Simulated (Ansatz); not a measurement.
Crystal: CaB2.

```
CELL_PARAMETERS angstrom
3.22643 0.00000 0.00000
-1.61322 2.79417 0.00000
0.00000 0.00000 4.06739
ATOMIC_POSITIONS crystal
Ca 0.00000 0.00000 0.00000
B 0.66667 0.33333 0.50000
B 0.33333 0.66667 0.50000
```

The cell comes from a database or a generator and needn't be the stable form of this composition.

```yaml
Program: Ansatz 0.2.0
Task: relaxation of cell and atoms
Functional: LDA
Potentials_or_basis: Ansatz PAW
Cutoff: "420 eV (not typed: the program's choice for these potentials)"
k_mesh: 9 × 9 × 7
Occupations: fermi-dirac, width 0.05 eV
Spin: no spin polarisation
```

At the start: volume 12.22 Å³/atom.

**Question.** Where does the relaxation end?

**Answer.** It ends after 6 steps and the volume is 11.54 Å³/atom (-5.5 %); space group P6/mmm (No. 191, to 0.05 Å).

Step by step:
| step | energy change (eV) | largest force (eV/Å) | volume (Å³) |
| --- | --- | --- | --- |
| 1 | 0.0000 | 0.0000 | 36.67 |
| 2 | -0.0164 | 0.0000 | 33.80 |
| 3 | -0.0449 | 0.0000 | 34.51 |
| 4 | -0.0479 | 0.0000 | 34.67 |
| 5 | -0.0479 | 0.0000 | 34.63 |
| 6 | -0.0466 | 0.0000 | 34.63 |

Final structure:
```yaml
crystal:
  lattice:
    - [3.16461, 0.00000, 0.00000]
    - [-1.58231, 2.74064, 0.00000]
    - [0.00000, 0.00000, 3.99321]
  atoms:
    - { symbol: Ca, position: [0.00000, 0.00000, 0.00000] }
    - { symbol: B, position: [0.66667, 0.33333, 0.50000] }
    - { symbol: B, position: [0.33333, 0.66667, 0.50000] }
```

Caveat: the plane-wave basis is chosen anew once the cell has moved, so the energies of steps on either side of that aren't comparable; the PAW data sets come from PBE, with cores solved anew for the run's functional, which leaves a small shift of forces and pressure.
